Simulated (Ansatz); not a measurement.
# KLuSe2: a short molecular-dynamics run

A trajectory of KLuSe2, a randomly packed cell with 4 atoms that was not relaxed first: 40 steps of 1 fs at constant energy, with velocities drawn for 2000 K.

All numbers below are computed with Ansatz 0.2.0 (DFT PBE, plane waves, PAW, scalar-relativistic, no spin polarisation).

## 1. Starting point

The cell holds 4 atoms (KLuSe2): a = 4.664 Å, b = 4.714 Å, c = 5.352 Å, α = 83.41°, β = 98.75°, γ = 85.85°.

As a file:

```
CELL_PARAMETERS angstrom
4.65077 -0.02660 -0.35577
0.42356 4.64037 0.71667
-0.40935 -0.16199 5.33407
ATOMIC_POSITIONS crystal
Lu 0.23042 0.40815 0.47792
K 0.66097 0.91270 0.23658
Se 0.53189 0.84982 0.72245
Se 0.07069 0.00218 0.87417
```

## 2. Dynamics

Input file input.yaml:

```yaml
crystal:
  lattice:
    - [4.650766, -0.026602, -0.355771]
    - [0.423558, 4.640372, 0.716669]
    - [-0.409354, -0.161994, 5.334069]
  atoms:
    - { symbol: Lu, position: [0.230422, 0.408153, 0.477919] }
    - { symbol: K, position: [0.660975, 0.9127, 0.236585] }
    - { symbol: Se, position: [0.531886, 0.849817, 0.722453] }
    - { symbol: Se, position: [0.070689, 0.002181, 0.874169] }
kpoints:
  mp_grid: { grid: [3, 3, 3] }
magnetization:
  spin_polarized: false
scf:
  occupations: { method: fermi_dirac, width: 0.05 }
hamiltonian:
  pseudopotentials: { kind: paw }
  xc: pbe
basis:
  ecutwfc: 420
md:
  timestep: 1.0
  n_steps: 40
  ensemble: nve
  temperature: 2000.0
  initial_velocities: maxwell_boltzmann
  seed: 421356
```

Run with:

```sh
ansatz run input.yaml --threads 2 --pin off --max-ram 2560MiB --backend cpu --events-out ev --progress --plain --runs-dir out
```

**Question.** What will these runs give? Wanted: temperature, first and last step; temperature, second half; potential energy, second half; largest change of the total energy; mean square displacement, second half.

As calculated:

| quantity | value |
| --- | --- |
| length | 40 steps of 1 fs |
| temperature, first and last step | 2000 and 3888 K |
| temperature, second half | mean 3252 K, from 2738 to 3888 K |
| potential energy, second half | -121 meV/atom from the start |
| largest change of the total energy | 0.01 meV/atom |
| mean square displacement, second half | K 0.183, Se 0.055, Lu 0.011 Å² |

What this shows: The temperature starts at 2000 K and averages 3252 K in the second half, where it still rises, from 2738 to 3888 K; the start was no minimum (force components up to 1.1 eV/Å), and the potential energy that it sheds (121 meV/atom) turns into motion. The total energy strays from its start by at most 0.01 meV/atom, under 0.1 % of the mean kinetic energy, which is good for a step of 1 fs. Over the second half K atoms stand 0.4 Å (root mean square) from where they began, and the farthest move is 0.5 Å. 40 fs on 4 atoms is far too short and small for converged averages. The k-mesh is coarse.
